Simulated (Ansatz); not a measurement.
**CBCl₂F₃O: small, medium and large basis sets**

Aim: see how fast density functionals converge with the basis set for CBCl₂F₃O.

Program: Ansatz 0.2.0, Gaussian basis. Level of theory: one geometry, several basis sets. These are calculated values, not measurements.

Levels to be run: PBE0-D4/def2-SVP; ωB97M-V/def2-SVP; PBE0-D4/def2-QZVPP; ωB97M-V/def2-QZVPP; the functionals' def2-TZVPP values are taken from earlier runs.

**1. The geometry**

The geometry comes from an earlier relaxation with PBE0-D4 in a triple-zeta def2 set; it is a stationary point, not always the lowest conformer.

SMILES `FC(F)(F)OB(Cl)Cl`, 8 atoms, charge 0, spin multiplicity 1.

Atoms are counted from 1 here; the program's logs count them from 0.

Bond lengths: F1–C2 1.328 Å, C2–F3 1.320 Å, C2–F4 1.328 Å, C2–O5 1.357 Å, O5–B6 1.364 Å, B6–Cl7 1.739 Å, B6–Cl8 1.738 Å. Angles: F1–C2–F3 108.5°, F1–C2–F4 108.5°, F1–C2–O5 111.7°, F3–C2–F4 108.5°, F3–C2–O5 107.9°, F4–C2–O5 111.7°, C2–O5–B6 127.0°, O5–B6–Cl7 123.5°, O5–B6–Cl8 115.9°, Cl7–B6–Cl8 120.6°.

Geometry (Å):

```xyz
8

F     0.8872   -1.3488   -0.8326
C     1.0505   -0.1117   -0.3790
F     2.2825    0.0069    0.0813
F     0.8961    0.7316   -1.3928
O     0.1967    0.1661    0.6389
B    -1.1664    0.1593    0.5926
Cl   -2.0757   -0.2227   -0.8394
Cl   -1.9787    0.5622    2.0752
```

**2. PBE0-D4 in def2-SVP**

File in.yaml:

```yaml
crystal:
  periodic: [false, false, false]
  atoms:
    - {symbol: F, position_ang: [0.887183, -1.348756, -0.832577]}
    - {symbol: C, position_ang: [1.050510, -0.111705, -0.379027]}
    - {symbol: F, position_ang: [2.282476, 0.006930, 0.081274]}
    - {symbol: F, position_ang: [0.896134, 0.731627, -1.392751]}
    - {symbol: O, position_ang: [0.196678, 0.166086, 0.638915]}
    - {symbol: B, position_ang: [-1.166446, 0.159285, 0.592553]}
    - {symbol: Cl, position_ang: [-2.075741, -0.222721, -0.839357]}
    - {symbol: Cl, position_ang: [-1.978692, 0.562155, 2.075170]}
basis:
  gaussian: {orbitals: def2-SVP}
hamiltonian: {xc: pbe0, dispersion: d4}
output: {orbitals: {seedname: orbitals}}
```

Started as:

```console
$ ansatz run in.yaml --threads 4 --pin off --events-out ev --progress --plain --max-ram 11315MiB
```

After this run come: ωB97M-V in def2-SVP; PBE0-D4 in def2-QZVPP; ωB97M-V in def2-QZVPP.

**Question.** What will the summary of the whole plan be? Wanted: PBE0-D4: double and triple zeta above quadruple; ωB97M-V: double and triple zeta above quadruple.

The runs gave:

| quantity | value |
| --- | --- |
| PBE0-D4: double and triple zeta above quadruple | 23.94, 1.32 eV |
| ωB97M-V: double and triple zeta above quadruple | 23.99, 1.24 eV |

In words: For PBE0-D4 the step from double to triple zeta gains 22.62 eV and the next only 1.32 eV. These are total energies; as a rule much of such shifts cancels in differences, which this series doesn't test.
